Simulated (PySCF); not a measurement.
# Pr(OH)3: other functionals and bases at one geometry

One table from this session's results is given with a row withheld; the runs are named, their logs left out.

Method: several levels, as the steps say, no spin–orbit coupling; program: PySCF 2.14.0.

1 further run of the same task is left out (for a known fault of the program).

## The system as given

7 atoms, charge 0, spin multiplicity 1.

Bond lengths: Pr1–O2 2.132 Å, Pr1–O4 2.132 Å, Pr1–O6 2.132 Å, O2–H3 0.957 Å, O4–H5 0.957 Å, O6–H7 0.957 Å. Angles: O2–Pr1–O4 116.7°, O2–Pr1–O6 116.7°, O4–Pr1–O6 116.7°, Pr1–O2–H3 171.9°, Pr1–O4–H5 171.9°, Pr1–O6–H7 171.9°.

Geometry (Å):

```mol
H3O3Pr
  3D, bonds by distance, orders not assigned

  7  6  0  0  0  0  0  0  0  0999 V2000
    0.0000    0.0000   -0.3229 Pr  0  0
    2.0955    0.0000    0.0689 O   0  0
    3.0021    0.0000    0.3758 H   0  0
   -1.0478    1.8148    0.0689 O   0  0
   -1.5010    2.5999    0.3758 H   0  0
   -1.0478   -1.8148    0.0689 O   0  0
   -1.5010   -2.5999    0.3758 H   0  0
  1  2  8  0
  1  4  8  0
  1  6  8  0
  2  3  8  0
  4  5  8  0
  6  7  8  0
M  END
```

Formal oxidation states: Pr +3. Each metal's 2 4f electrons lie in its core potential, so multiplicities, spins and levels count the valence alone. An earlier session relaxed this geometry at PBE0, Pr lcecp-1-SVP with ECP48, O def2-SVP, H def2-SVP (singlet, point group C3v).

At PBE0 on the finer grid: E = -260.102474 Eh, HOMO -7.46 eV, LUMO -1.22 eV, Mulliken charge on Pr1 +1.13 e, largest force component 0.012 eV/Å. 

Levels to run: BP86; M06-L; PBE0, TZVP. Hardware: 2 threads of Intel Xeon 6975P-C (Granite Rapids), shared host.

Set-up of the first run:

Contents of run.py (the lines that set the calculation):

```python
mol = gto.M(atom='''
Pr     0.00000     0.00000    -0.32285
O      2.09555     0.00001     0.06892
H      3.00207     0.00002     0.37583
O     -1.04778     1.81479     0.06892
H     -1.50105     2.59986     0.37583
O     -1.04776    -1.81480     0.06892
H     -1.50102    -2.59988     0.37583''',
    basis={'Pr': 'lcecp-1-SVP', 'O': 'def2-SVP', 'H': 'def2-SVP'},
    ecp={'Pr': 'lcecp-1-SVP'},
    charge=0, spin=0)
mf = dft.RKS(mol, xc='B88,P86')
mf.grids.atom_grid = (75, 302)  # f atoms: unpruned, at least (60, 302)
mf = mf.density_fit()  # fitting sets: Pr AutoAux, O def2-universal-JKFIT, H def2-universal-JKFIT
mf.conv_tol = 1e-08; mf.max_cycle = 55
mf.kernel(dm0)  # dm0: the density of the relaxed state
```

On the command line:

```sh
$ OMP_NUM_THREADS=2 python run.py
```

Among the steps run: BP86; M06-L; PBE0, TZVP.

One table of the session follows, with a row left open; its other results are not shown here.

| level | HOMO (eV) | gap (eV) | charge on Pr1 (e) | dipole (D) | largest force component (eV/Å) |
| --- | --- | --- | --- | --- | --- |
| PBE0 (relaxed here) | -7.46 | 6.24 | 1.13 | 1.37 | 0.01 |
| BP86 | -5.89 | 4.13 | 0.92 | 1.23 | 0.61 |
| M06-L | -5.93 | 5.09 | 1.26 | 1.45 | 0.31 |
| PBE0, TZVP | ? | ? | ? | ? | ? |

Estimate the missing values for PBE0, TZVP.

As computed: HOMO (eV): -7.75; gap (eV): 6.48; charge on Pr1 (e): 1.62; dipole (D): 1.55; largest force component (eV/Å): 0.28. In the column «HOMO (eV)» it is the lowest.

In one basis the HOMO–LUMO gap runs from 4.13 eV (BP86) to 6.24 eV (PBE0). The largest leftover force, 0.61 eV/Å with BP86, stands at a geometry relaxed at another level. With 4f in the core, its levels are missing from HOMO and gap, and its count is fixed, so no charge can pass from the ligands into it. Total energies of different levels can't be compared.
